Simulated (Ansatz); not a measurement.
**F− with H2O: superposition error and deformation**

How much of this pair's binding is borrowed basis, and how much do the fragments pay to take the shapes they have in the pair?

Method: PBE0-D4 structures, single points in def2-TZVPPD; program: Ansatz 0.2.0, Gaussian basis.

Levels: PBE-D4, revPBE-D4, BLYP-D4, r2SCAN-D4, B97M-V, PBE0-D4, B3LYP-D4, HSE06-D4, wB97X-V, wB97M-V, B2PLYP, Hartree-Fock, MP2, CCSD, CCSD(T).

Cores are frozen in the correlated methods. B3LYP uses VWN-RPA correlation. B2PLYP carries no dispersion term here.

129 further runs of the same task are left out: 129 set aside as unsound or not needed.

## (1) The starting structure

The relaxed pair: 4 atoms, charge -1, spin multiplicity 1.

Atoms are counted from 1 here; the program's logs count them from 0.

Bond lengths: O2–H3 0.959 Å, O2–H4 1.073 Å. Angles: H3–O2–H4 102.5°.

As a file:

```
F    -0.0752   -0.1208   -1.6022
O    -0.0368   -0.2750    0.8120
H     0.1719    0.6296    1.0504
H    -0.0599   -0.2339   -0.2602
```

Atoms 1 to 1 are fragment A (F−), the rest fragment B (H2O). From earlier runs, pair energy (eV) and counterpoise interaction (kcal/mol):

| method | E(pair) | interaction |
| --- | --- | --- |
| PBE-D4 | -4795.59346 | -33.41 |
| revPBE-D4 | -4798.84173 | -31.31 |
| BLYP-D4 | -4799.91582 | -31.40 |
| r2SCAN-D4 | -4797.97877 | -35.01 |
| B97M-V | -4798.31154 | -32.40 |
| PBE0-D4 | -4795.33445 | -34.77 |
| B3LYP-D4 | -4800.48436 | -33.24 |
| HSE06-D4 | -4795.12120 | -34.79 |
| wB97X-V | -4798.44420 | -33.21 |
| wB97M-V | -4798.71272 | -33.07 |
| B2PLYP | -4797.51117 | -32.41 |
| Hartree-Fock | -4777.11277 | -31.57 |
| MP2 | -4792.29308 | -31.89 |
| CCSD(T) | -4792.76808 | -31.85 |

First each fragment is run alone in its own basis, frozen in the shape it has in the pair (a, b).

## (2) wB97X-V/def2-TZVPPD

a/in.yaml

```yaml
crystal:
  periodic: [false, false, false]
  atoms:
    - {symbol: F, position_ang: [-0.075164, -0.120756, -1.602219]}
basis:
  gaussian: {orbitals: "def2-TZVPPD.json"}
total_charge: -1
hamiltonian: {xc: {name: wB97X-V}}
```

b/in.yaml

```yaml
crystal:
  periodic: [false, false, false]
  atoms:
    - {symbol: O, position_ang: [-0.036783, -0.275041, 0.812046]}
    - {symbol: H, position_ang: [0.171875, 0.629605, 1.050441]}
    - {symbol: H, position_ang: [-0.059928, -0.233908, -0.260168]}
basis:
  gaussian: {orbitals: "def2-TZVPPD.json"}
hamiltonian: {xc: {name: wB97X-V}}
```

The basis file named in the input lies beside it (Basis Set Exchange, JSON).

One command serves all of them, each in its own folder.

The run is started by

```
> ansatz run in.yaml --threads 2 --pin off --events-out ev --progress --plain --max-ram 5222MiB
```

a printed:

```text
Functional definition: wB97X-V
  name "wB97X-V"
  cite "Mardirossian & Head-Gordon, Phys. Chem. Chem. Phys. 16, 9904 (2014) doi:10.1039/C3CP54374A"
  cite "Becke, J. Chem. Phys. 107, 8554 (1997) doi:10.1063/1.475007"
  cite "Vydrov & Van Voorhis, J. Chem. Phys. 133, 244103 (2010) doi:10.1063/1.3521275"
  parameter omega = 0.3/bohr
  parameter cx = 0.167
  parameter cx1 = 0.603
  parameter cx2 = 1.194
  parameter css0 = 0.556
  parameter css1 = -0.257
  parameter cos0 = 1.219
  parameter cos1 = -1.850
  parameter b = 6.0
  parameter c = 0.01
  exchange = spin_sum(e_x_unif_sr(omega)*poly(b97_u_x, 1 - cx, cx1, cx2)) + cx*exact_x_sr(omega) + exact_x_lr(omega)
  correlation = spin_sum(e_c_pw_same_spin*poly(b97_u_same, css0, css1))
      + integral(e_c_pw_opposite_spin*poly(b97_u_opposite, cos0, cos1)) + vv10(b, c)
197 factors; their error is unknown
52 factors; integrals over basis functions are off by at most 4.8e-5 eV
mean field evaluation 1: about -2705.5467 eV, gradient 8.9e1 eV
mean field evaluation 2: about -2701.9389 eV, gradient 1.2e2 eV
mean field evaluation 4: about -2717.2989 eV, gradient 4.7e-1 eV
mean field evaluation 8: about -2717.3078 eV, gradient 1.7e-3 eV
mean field -2717.30775250 eV, -99.8592180471 hartree, gradient 5.3e-5 eV, S^2 0.000000; 0 other end points of the search recorded, 0 dependent functions left out
reference -2717.30775130 eV, -99.8592180030 hartree; 5, 5 occupied and 35, 35 virtual orbitals, 197 factors
Total energy: -2717.30775130 eV, -99.8592180030 hartree
```

Log of b, shortened:

```text
[... 5 set-up lines as earlier in the session ...]
[...]
      + integral(e_c_pw_opposite_spin*poly(b97_u_opposite, cos0, cos1)) + vv10(b, c)
302 factors; their error is unknown
104 factors; integrals over basis functions are off by at most 3.2e-5 eV
[...]
mean field -2079.69365230 eV, -76.4273320552 hartree, gradient 1.7e-5 eV, S^2 0.000000; 0 other end points of the search recorded, 0 dependent functions left out
reference -2079.69365038 eV, -76.4273319844 hartree; 5, 5 occupied and 69, 69 virtual orbitals, 302 factors
Total energy: -2079.69365038 eV, -76.4273319844 hartree
```

They took 0.2 s (a), 0.5 s (b) on 2 threads of Intel Xeon Platinum 8488C, shared host.

## (3) wB97M-V/def2-TZVPPD

Each input of step 2 (a, b) changes in the same lines:

```diff
-hamiltonian: {xc: {name: wB97X-V}}
+hamiltonian: {xc: {name: wB97M-V}}
```

One command serves all of them, each in its own folder.

The run is started by

```
> ansatz run in.yaml --threads 2 --pin off --events-out ev --progress --plain --max-ram 5222MiB
```

Log of a, shortened:

```text
Functional definition: wB97M-V
  name "wB97M-V"
  cite "Mardirossian & Head-Gordon, J. Chem. Phys. 144, 214110 (2016) doi:10.1063/1.4952647"
[... 2 set-up lines as earlier in the session ...]
  # Of w^i u^j: cxij and so on, Table III.
[...]
  gx(w, u) = 1 - cx + cx01*u + cx10*w
  gss(w, u) = css00 + css04*u^4 + css10*w + css20*w^2 + css43*w^4*u^3
  gos(w, u) = cos00 + cos10*w + (cos20 + cos21*u)*w^2 + (cos60 + cos61*u)*w^6
[...]
      + integral(e_c_pw_mod_opposite_spin*gos(b97_w_opposite, b97_u_opposite)) + vv10(b, c)
197 factors; their error is unknown
52 factors; integrals over basis functions are off by at most 4.8e-5 eV
[...]
mean field -2717.60186938 eV, -99.8700266432 hartree, gradient 1.8e-5 eV, S^2 0.000000; 0 other end points of the search recorded, 0 dependent functions left out
reference -2717.60189901 eV, -99.8700277317 hartree; 5, 5 occupied and 35, 35 virtual orbitals, 197 factors
Total energy: -2717.60189901 eV, -99.8700277317 hartree
```

Output in b, shortened:

```text
[... 5 set-up lines as earlier in the session ...]
  # Of w^i u^j: cxij and so on, Table III.
[...]
  gx(w, u) = 1 - cx + cx01*u + cx10*w
  gss(w, u) = css00 + css04*u^4 + css10*w + css20*w^2 + css43*w^4*u^3
  gos(w, u) = cos00 + cos10*w + (cos20 + cos21*u)*w^2 + (cos60 + cos61*u)*w^6
[...]
      + integral(e_c_pw_mod_opposite_spin*gos(b97_w_opposite, b97_u_opposite)) + vv10(b, c)
302 factors; their error is unknown
104 factors; integrals over basis functions are off by at most 3.2e-5 eV
[...]
mean field -2079.67399296 eV, -76.4266095876 hartree, gradient 1.8e-5 eV, S^2 0.000000; 0 other end points of the search recorded, 0 dependent functions left out
reference -2079.67404069 eV, -76.4266113417 hartree; 5, 5 occupied and 69, 69 virtual orbitals, 302 factors
Total energy: -2079.67404069 eV, -76.4266113417 hartree
```

They took 0.25 s (a), 0.55 s (b) on 2 threads of Intel Xeon Platinum 8488C, shared host.

## (4) B2PLYP/def2-TZVPPD

Each input of step 3 (a, b) changes in the same lines:

```diff
-hamiltonian: {xc: {name: wB97M-V}}
+hamiltonian: {xc: {name: B2PLYP}}
```

The same command starts each run, in its folder.

The run is started by

```
> ansatz run in.yaml --threads 2 --pin off --events-out ev --progress --plain --max-ram 5222MiB
```

Log of a, shortened:

```text
Functional definition: B2PLYP
  name "B2PLYP"
  cite "Grimme, J. Chem. Phys. 124, 034108 (2006) doi:10.1063/1.2148954"
  cite "Becke, Phys. Rev. A 38, 3098 (1988) doi:10.1103/PhysRevA.38.3098"
  cite "Lee, Yang & Parr, Phys. Rev. B 37, 785 (1988) doi:10.1103/PhysRevB.37.785"
[...]
257 factors; integrals over basis functions are off by at most 1.5e-4 eV
[...]
mean field -2714.40500266 eV, -99.7525439580 hartree, gradient 9.1e-6 eV, S^2 0.000000; 0 other end points of the search recorded, 0 dependent functions left out
1 core orbitals not correlated: weight in the atoms' cores, before any rotation towards them, 1.000 or more for the frozen orbitals, at most 0.000 for the correlated occupied ones
reference -2714.40510179 eV, -99.7525476009 hartree; 4, 4 occupied and 35, 35 virtual orbitals, 257 factors
second order -9.42534965 eV of doubles, -0.00000000 eV of singles
Total energy: -2716.94994619 eV, -99.8460689078 hartree
```

Output in b, shortened:

```text
[... 5 set-up lines as earlier in the session ...]
[...]
428 factors; integrals over basis functions are off by at most 1.1e-3 eV
[...]
mean field -2076.77810238 eV, -76.3201875716 hartree, gradient 4.4e-6 eV, S^2 0.000000; 0 other end points of the search recorded, 0 dependent functions left out
1 core orbitals not correlated: weight in the atoms' cores, before any rotation towards them, 1.000 or more for the frozen orbitals, at most 0.000 for the correlated occupied ones
reference -2076.77821951 eV, -76.3201918762 hartree; 4, 4 occupied and 69, 69 virtual orbitals, 428 factors
second order -8.73492583 eV of doubles, -0.00000000 eV of singles
Total energy: -2079.13664949 eV, -76.4068625792 hartree
```

Times: 0.15 s (a), 0.35 s (b) on 2 threads of Intel Xeon Platinum 8488C, shared host.

## (5) B97M-V/def2-TZVPPD

The same edit goes into each in.yaml of step 4 (a, b):

```diff
-hamiltonian: {xc: {name: B2PLYP}}
+hamiltonian: {xc: {name: B97M-V}}
```

One command serves all of them, each in its own folder.

The run is started by

```
> ansatz run in.yaml --threads 2 --pin off --events-out ev --progress --plain --max-ram 5222MiB
```

a printed, shortened:

```text
Functional definition: B97M-V
  name "B97M-V"
  cite "Mardirossian & Head-Gordon, J. Chem. Phys. 142, 074111 (2015) doi:10.1063/1.4907719"
[... 2 set-up lines as earlier in the session ...]
  # Of w^i u^j: cxij and so on, Table III.
[...]
  gx(w, u) = cx00 + cx01*u + cx02*u^2 + (cx10 + cx11*u)*w
  gss(w, u) = css00 + css02*u^2 + css10*w + (css32*w^3 + css42*w^4)*u^2
  gos(w, u) = cos00 + cos01*u + cos03*u^3 + cos10*w + cos32*w^3*u^2
[...]
      + integral(e_c_pw_mod_opposite_spin*gos(b97_w_opposite, b97_u_opposite)) + vv10(b, c)
197 factors; their error is unknown
[...]
mean field -2717.16474812 eV, -99.8539627329 hartree, gradient 8.6e-6 eV, S^2 0.000000; 0 other end points of the search recorded, 0 dependent functions left out
reference -2717.16478331 eV, -99.8539640264 hartree; 5, 5 occupied and 35, 35 virtual orbitals, 197 factors
Total energy: -2717.16478331 eV, -99.8539640264 hartree
```

b printed, shortened:

```text
[... 5 set-up lines as earlier in the session ...]
  # Of w^i u^j: cxij and so on, Table III.
[...]
  gx(w, u) = cx00 + cx01*u + cx02*u^2 + (cx10 + cx11*u)*w
  gss(w, u) = css00 + css02*u^2 + css10*w + (css32*w^3 + css42*w^4)*u^2
  gos(w, u) = cos00 + cos01*u + cos03*u^3 + cos10*w + cos32*w^3*u^2
[...]
      + integral(e_c_pw_mod_opposite_spin*gos(b97_w_opposite, b97_u_opposite)) + vv10(b, c)
302 factors; their error is unknown
[...]
mean field -2079.73841234 eV, -76.4289769561 hartree, gradient 8.5e-6 eV, S^2 0.000000; 0 other end points of the search recorded, 0 dependent functions left out
reference -2079.73847012 eV, -76.4289790797 hartree; 5, 5 occupied and 69, 69 virtual orbitals, 302 factors
Total energy: -2079.73847012 eV, -76.4289790797 hartree
```

Wall times: 0.2 s (a), 0.4 s (b) on 2 threads of Intel Xeon Platinum 8488C, shared host.

## (6) CCSD(T)/def2-TZVPPD

The same edit goes into each in.yaml of step 5 (a, b):

```diff
-hamiltonian: {xc: {name: B97M-V}}
+correlation: {method: ccsd_t}
```

Each run has its own folder and the same command.

The run is started by

```
> ansatz run in.yaml --threads 2 --pin off --events-out ev --progress --plain --max-ram 5222MiB
```

Log of a, shortened:

```text
Functional definition: HF
  name "HF"
  cite "Fock, Z. Phys. 61, 126 (1930) doi:10.1007/BF01340294"
  parent pbe
[...]
257 factors; integrals over basis functions are off by at most 1.5e-4 eV
[...]
mean field -2706.33087263 eV, -99.4558251521 hartree, gradient 3.0e-6 eV, S^2 0.000000; 0 other end points of the search recorded, 0 dependent functions left out
1 core orbitals not correlated: weight in the atoms' cores, before any rotation towards them, 1.000 or more for the frozen orbitals, at most 0.000 for the correlated occupied ones
reference -2706.33087263 eV, -99.4558251521 hartree; 4, 4 occupied and 35, 35 virtual orbitals, 257 factors
second order -7.81390746 eV of doubles, -0.00000000 eV of singles
cycle   1  -7.41661830 eV  change    4.0e-1 eV  update   9.9e-2
[...]
cycle   9  -7.66117941 eV  change    1.9e-6 eV  update   3.4e-6
perturbative correction -0.25873588 eV, -0.0095083682 hartree
Total energy: -2714.25078792 eV, -99.7468766706 hartree
```

Output in b, shortened:

```text
[... 4 set-up lines as earlier in the session ...]
[...]
428 factors; integrals over basis functions are off by at most 1.1e-3 eV
[...]
mean field -2069.41007453 eV, -76.0494175425 hartree, gradient 1.2e-6 eV, S^2 0.000000; 0 other end points of the search recorded, 0 dependent functions left out
1 core orbitals not correlated: weight in the atoms' cores, before any rotation towards them, 1.000 or more for the frozen orbitals, at most 0.000 for the correlated occupied ones
reference -2069.41007453 eV, -76.0494175425 hartree; 4, 4 occupied and 69, 69 virtual orbitals, 428 factors
second order -7.29655978 eV of doubles, -0.00000000 eV of singles
cycle   1  -7.24162900 eV  change    5.5e-2 eV  update   5.2e-2
[...]
cycle   9  -7.43094557 eV  change    1.8e-6 eV  update   4.7e-6
perturbative correction -0.23609233 eV, -0.0086762330 hartree
Total energy: -2077.07711243 eV, -76.3311759884 hartree
```

They took 0.15 s (a), 0.4 s (b) on 2 threads of Intel Xeon Platinum 8488C, shared host.

## (7) Relaxing H2O alone

relax-b/in.yaml

```yaml
crystal:
  periodic: [false, false, false]
  atoms:
    - {symbol: O, position_ang: [-0.036783, -0.275041, 0.812046]}
    - {symbol: H, position_ang: [0.171875, 0.629605, 1.050441]}
    - {symbol: H, position_ang: [-0.059928, -0.233908, -0.260168]}
basis:
  gaussian: {orbitals: def2-TZVP}
hamiltonian: {xc: pbe0, dispersion: d4}
relax: {f_tol: 0.005, max_steps: 200}
```

The run is started by

```
> ansatz run in.yaml --threads 2 --pin off --events-out ev --progress --plain --max-ram 5222MiB
```

Standard output, shortened:

```text
Functional definition: PBE0
  name "PBE0"
  cite "Adamo & Barone, J. Chem. Phys. 110, 6158 (1999) doi:10.1063/1.478522"
  cite "Perdew, Burke & Ernzerhof, Phys. Rev. Lett. 77, 3865 (1996) doi:10.1103/PhysRevLett.77.3865"
[... 1 set-up line as earlier in the session ...]
[...]
239 factors; their error is unknown
[...]
mean field -2078.06725384 eV, -76.3675630141 hartree, gradient 6.7e-6 eV, S^2 0.000000; 0 other end points of the search recorded, 0 dependent functions left out
[...]
reference -2078.06726903 eV, -76.3675635722 hartree; 5, 5 occupied and 38, 38 virtual orbitals, 239 factors
relax step   1: F+E_penalty+E_count = -2078.07168193 eV  Δ(F+E_penalty+E_count) = +0.000e0 eV  max|allowed force component| = 4.164e0 eV/Å  Δτ_max = 0.0000 Å  (23 SCF iters, accepted)
[...]
relax step   4: F+E_penalty+E_count = -2078.33731431 eV  Δ(F+E_penalty+E_count) = -2.744e-3 eV  max|allowed force component| = 3.070e-2 eV/Å  Δτ_max = 0.0113 Å  (26 SCF iters, accepted)
[...]
relax step   5: F+E_penalty+E_count = -2078.33733198 eV  Δ(F+E_penalty+E_count) = -1.768e-5 eV  max|allowed force component| = 1.075e-3 eV/Å  Δτ_max = 0.0007 Å  (27 SCF iters, accepted)
239 factors; their error is unknown
[...]
mean field -2078.33307613 eV, -76.3773318029 hartree, gradient 1.2e-5 eV, S^2 0.000000; 1 other end points of the search recorded, 0 dependent functions left out
[...]
reference -2078.33309014 eV, -76.3773323180 hartree; 5, 5 occupied and 38, 38 virtual orbitals, 239 factors
Total energy: -2078.33734600 eV, -76.3774887179 hartree
Atom 0 at    -0.037406    -0.270750     0.759644 Å, force     0.000097     0.000512    -0.000551 eV/Å
Atom 1 at     0.170073     0.622710     1.041608 Å, force    -0.000180    -0.000739    -0.000525 eV/Å
Atom 2 at    -0.057503    -0.231304    -0.198932 Å, force     0.000083     0.000227     0.001075 eV/Å
Dipole moment:     0.069093     0.343988    -0.249485 e Å
```

Run time: 0.85 s. Hardware: 2 threads of Intel Xeon Platinum 8488C, shared host.

Relaxation path:

| step | energy from step 1 (eV) | largest force component (eV/Å) |
| --- | --- | --- |
| 1 | 0.0000 | 4.1638 |
| 2 | -0.2409 | 1.5126 |
| 3 | -0.2629 | 0.2002 |
| 4 | -0.2656 | 0.0307 |
| 5 | -0.2657 | 0.0011 |

Close pairs (by a distance rule), those that changed most:

| bond | before (Å) | after (Å) | change (Å) |
| --- | --- | --- | --- |
| O1–H3 | 1.073 | 0.960 | -0.114 |
| O1–H2 | 0.959 | 0.960 | +0.001 |

## (8) PBE-D4/def2-TZVPPD

free-b/in.yaml

```yaml
crystal:
  periodic: [false, false, false]
  atoms:
    - {symbol: O, position_ang: [-0.037406, -0.270750, 0.759644]}
    - {symbol: H, position_ang: [0.170073, 0.622710, 1.041608]}
    - {symbol: H, position_ang: [-0.057503, -0.231304, -0.198932]}
basis:
  gaussian: {orbitals: "def2-TZVPPD.json"}
hamiltonian: {xc: pbe, dispersion: d4}
```

The run is started by

```
> ansatz run in.yaml --threads 2 --pin off --events-out ev --progress --plain --max-ram 5222MiB
```

Standard output:

```text
Functional definition: PBE
  name "PBE"
[... 2 set-up lines as earlier in the session ...]
  parameter kappa = 0.804
  parameter beta = 0.06672455060314922
  exchange = pbe_x(kappa = kappa, mu = beta*pi^2/3)
  correlation = pbe_c(beta = beta)
302 factors; their error is unknown
mean field evaluation 1: about -2072.8385 eV, gradient 6.0e1 eV
mean field evaluation 2: about -2043.3174 eV, gradient 1.3e2 eV
mean field evaluation 4: about -2078.5011 eV, gradient 1.1e0 eV
mean field evaluation 8: about -2078.5003 eV, gradient 1.9e-2 eV
mean field -2078.50028629 eV, -76.3834766630 hartree, gradient 8.9e-5 eV, S^2 0.000000; 0 other end points of the search recorded, 0 dependent functions left out
reference -2078.50032589 eV, -76.3834781182 hartree; 5, 5 occupied and 69, 69 virtual orbitals, 302 factors
Total energy: -2078.50564298 eV, -76.3836735179 hartree
```

It took 0.2 s on 2 threads of Intel Xeon Platinum 8488C, shared host.

## (9) r2SCAN-D4/def2-TZVPPD

free-b/in.yaml, as its differences from that of step 8:

```diff
@@ -8,2 +8,2 @@
   gaussian: {orbitals: "def2-TZVPPD.json"}
-hamiltonian: {xc: pbe, dispersion: d4}
+hamiltonian: {xc: r2scan, dispersion: d4}
```

The run is started by

```
> ansatz run in.yaml --threads 2 --pin off --events-out ev --progress --plain --max-ram 5222MiB
```

Standard output:

```text
Functional definition: r2SCAN
  name "r2SCAN"
  cite "Furness, Kaplan, Ning, Perdew & Sun, J. Phys. Chem. Lett. 11, 8208 (2020) doi:10.1021/acs.jpclett.0c02405"
  cite "Furness, Kaplan, Ning, Perdew & Sun, J. Phys. Chem. Lett. 11, 9248 (2020) doi:10.1021/acs.jpclett.0c03077"
  parent r2scan
  parameter k0 = 0.174
  parameter k1 = 0.065
  parameter a1 = 4.9479
  exchange = r2scan_x(k0 = k0, k1 = k1, a1 = a1)
  correlation = r2scan_c
302 factors; their error is unknown
mean field evaluation 1: about -2074.8355 eV, gradient 5.5e1 eV
mean field evaluation 2: about -2060.7131 eV, gradient 1.0e2 eV
mean field evaluation 4: about -2079.6470 eV, gradient 8.5e-1 eV
mean field evaluation 8: about -2079.6451 eV, gradient 2.4e-2 eV
mean field -2079.64510291 eV, -76.4255478979 hartree, gradient 6.7e-6 eV, S^2 0.000000; 0 other end points of the search recorded, 0 dependent functions left out
reference -2079.64511677 eV, -76.4255484074 hartree; 5, 5 occupied and 69, 69 virtual orbitals, 302 factors
Total energy: -2079.64638931 eV, -76.4255951723 hartree
```

Run time: 0.35 s. Hardware: 2 threads of Intel Xeon Platinum 8488C, shared host.

## (10) PBE0-D4/def2-TZVPPD

free-b/in.yaml, as its differences from that of step 9:

```diff
@@ -8,2 +8,3 @@
   gaussian: {orbitals: "def2-TZVPPD.json"}
-hamiltonian: {xc: r2scan, dispersion: d4}
+hamiltonian: {xc: pbe0, dispersion: d4}
+output: {orbitals: {seedname: orbitals}}
```

The run is started by

```
> ansatz run in.yaml --threads 2 --pin off --events-out ev --progress --plain --max-ram 5222MiB
```

Standard output, shortened:

```text
[... 5 set-up lines as earlier in the session ...]
  parameter a = 0.25
[... 2 set-up lines as earlier in the session ...]
  exchange = (1 - a)*pbe_x(kappa = kappa, mu = beta*pi^2/3) + a*exact_x
[... 1 set-up line as earlier in the session ...]
302 factors; their error is unknown
mean field evaluation 1: about -2074.4711 eV, gradient 5.1e1 eV
mean field evaluation 2: about -2067.2875 eV, gradient 8.0e1 eV
mean field evaluation 4: about -2078.4893 eV, gradient 2.7e-1 eV
mean field evaluation 8: about -2078.4963 eV, gradient 1.8e-3 eV
mean field -2078.49628363 eV, -76.3833295679 hartree, gradient 8.4e-6 eV, S^2 0.000000; 0 other end points of the search recorded, 0 dependent functions left out
reference -2078.49631315 eV, -76.3833306529 hartree; 5, 5 occupied and 69, 69 virtual orbitals, 302 factors
Total energy: -2078.50056901 eV, -76.3834870528 hartree
```

It took 0.25 s on 2 threads of Intel Xeon Platinum 8488C, shared host.

## (11) B3LYP-D4/def2-TZVPPD

free-b/in.yaml, as its differences from that of step 10:

```diff
@@ -8,3 +8,2 @@
   gaussian: {orbitals: "def2-TZVPPD.json"}
-hamiltonian: {xc: pbe0, dispersion: d4}
-output: {orbitals: {seedname: orbitals}}
+hamiltonian: {xc: {name: B3LYP}, dispersion: d4}
```

The run is started by

```
> ansatz run in.yaml --threads 2 --pin off --events-out ev --progress --plain --max-ram 5222MiB
```

Standard output:

```text
Functional definition: B3LYP
  name "B3LYP"
  cite "Stephens, Devlin, Chabalowski & Frisch, J. Phys. Chem. 98, 11623 (1994) doi:10.1021/j100096a001"
[... 2 set-up lines as earlier in the session ...]
  cite "Vosko, Wilk & Nusair, Can. J. Phys. 58, 1200 (1980) doi:10.1139/p80-159"
  parameter a0 = 0.2
  parameter ax = 0.72
  parameter ac = 0.81
  exchange = (1 - a0 - ax)*slater_x + ax*b88_x + a0*exact_x
  correlation = (1 - ac)*vwn_rpa_c + ac*lyp_c
302 factors; their error is unknown
mean field evaluation 1: about -2076.1268 eV, gradient 5.5e1 eV
mean field evaluation 2: about -2064.1008 eV, gradient 9.7e1 eV
mean field evaluation 4: about -2080.8342 eV, gradient 4.1e-1 eV
mean field evaluation 8: about -2080.8395 eV, gradient 1.4e-3 eV
mean field -2080.83953679 eV, -76.4694425334 hartree, gradient 1.5e-5 eV, S^2 0.000000; 0 other end points of the search recorded, 0 dependent functions left out
reference -2080.83972507 eV, -76.4694494524 hartree; 5, 5 occupied and 69, 69 virtual orbitals, 302 factors
Total energy: -2080.84815119 eV, -76.4697591067 hartree
```

Run time: 0.3 s. Hardware: 2 threads of Intel Xeon Platinum 8488C, shared host.

(Part 1 of 2 ends here.)
